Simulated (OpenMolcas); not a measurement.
# Ti²⁺ among point charges: CASSCF levels and susceptibility

How does a field of 4 point charges split the states of Ti²⁺, and what χT follows?

Method: state-averaged CASSCF, spin-orbit coupling by RASSI with atomic mean-field integrals. Code: OpenMolcas 26.06.

1 further run of the same task is left out (it didn't finish).

**1. What is computed**

| Quantity | Value |
| --- | --- |
| Species | Ti²⁺ (titanium, Z = 22, 20 electrons) |
| Basis | ANO-RCC-VDZP [5s4p2d1f], 34 functions |
| Scalar Hamiltonian | DKH2, point nucleus |
| Inactive shells | 1s 2s 2p 3s 3p |
| Active space | 2 electrons in 5 orbitals (3d) |
| Some configurations of this space | 3d2 |
| Orbitals | optimised for each spin and parity, averaged over all roots |

The outer shells:

3d2
```
3d [↑ ][↑ ][  ][  ][  ]
```

The ion sits among 4 point charges of -1.95 e arranged as a square (D4h), 1.69 Å from the ion. The active orbitals were held to one l.

The work runs as a chain of OpenMolcas steps in one folder; each step below is one input file. Labels, J, g values, rates, χT and fits are worked out afterwards by a script from the matrices that RASSI stores. The input lists half of the charges; inversion (Group=XYZ) makes the rest.

**2. One- and two-electron integrals**

a.inp

```
&GATEWAY
Coord
1

Ti 0.0 0.0 0.0
Basis=ANO-RCC-VDZP
Group=XYZ
NoMove
AngMom=0.0 0.0 0.0
AMFI
XField
2 Angstrom 0
1.690000 0.000000 0.000000 -1.950000
0.000000 1.690000 0.000000 -1.950000
&SEWARD
```

Run with:

```bash
OMP_NUM_THREADS=1 MOLCAS_MEM=1689 MOLCAS_PROJECT=a pymolcas a.inp > a.log
```

**3. CASSCF: triplets of even parity, 10 roots**

a.inp

```
&RASSCF
FileOrb=start.orb
Symmetry=1
Spin=3
nActEl=2 0 0
Inactive=3 6
Ras2=5 0
CIRoot=10 10 1
SDav=10
CIMx=300
Iter=120 100
PrWF=0.3
OrbListing=Nothing
MaxOrb=0
SupSym
1
10 4 5 6 7 8 11 12 13 14 15
0
>>> COPY $Project.JobIph JOB001
```

start.orb holds the contracted functions of the basis, ordered by shell, or the orbitals of the step before.

**4. CASSCF: singlets of even parity, 15 roots**

a.inp

```
&RASSCF
FileOrb=start.orb
Symmetry=1
Spin=1
nActEl=2 0 0
Inactive=3 6
Ras2=5 0
CIRoot=15 15 1
SDav=15
CIMx=300
Iter=120 100
PrWF=0.3
OrbListing=Nothing
MaxOrb=0
SupSym
1
10 4 5 6 7 8 11 12 13 14 15
0
>>> COPY $Project.JobIph JOB002
```

**5. State interaction with spin-orbit coupling**

a.inp

```
&RASSI
NrOfJobIphs=2 10 15
1 2 3 4 5 6 7 8 9 10
1 2 3 4 5 6 7 8 9 10 11 12 13 14 15
IphNames
JOB001
JOB002
EJob
SpinOrbit
DIPRint=1.0
SOCoupling=1000.0
Subsets=2
Property=9
'ANGMOM' 1 'ANGMOM' 2 'ANGMOM' 3 'MLTPL  1' 1 'MLTPL  1' 2 'MLTPL  1' 3
'AMFI' 1 'AMFI' 2 'AMFI' 3
SOProperty=3
'ANGMOM' 1 'ANGMOM' 2 'ANGMOM' 3
```

What does the calculation give? Wanted: spin-free ground state; first state of the same spin within the active space; lowest level; next level.

As calculated:

| quantity | value |
| --- | --- |
| method | CASSCF |
| spin-free ground state | 3A2, 1-fold in its orbital part |
| first state of the same spin within the active space | 3E at 6230 cm⁻¹ |
| lowest level | 1-fold A1 |
| next level | 1.4 cm⁻¹ |
| χT at 300 K | 1.03 cm³ K/mol |
| effective moment at 300 K | 2.87 μB |

**Reading.** The spin-free ground state (3A2) comes to 86 % from free-ion F terms and keeps the highest spin of the shell. χT at 300 K is 1.03, against 1.00 cm³ K/mol for the spin alone; near agreement at one temperature doesn't show that the orbital moment is quenched. The field of point charges can differ much from that of real complexes. This is an electrostatic model: the charges have no orbitals.
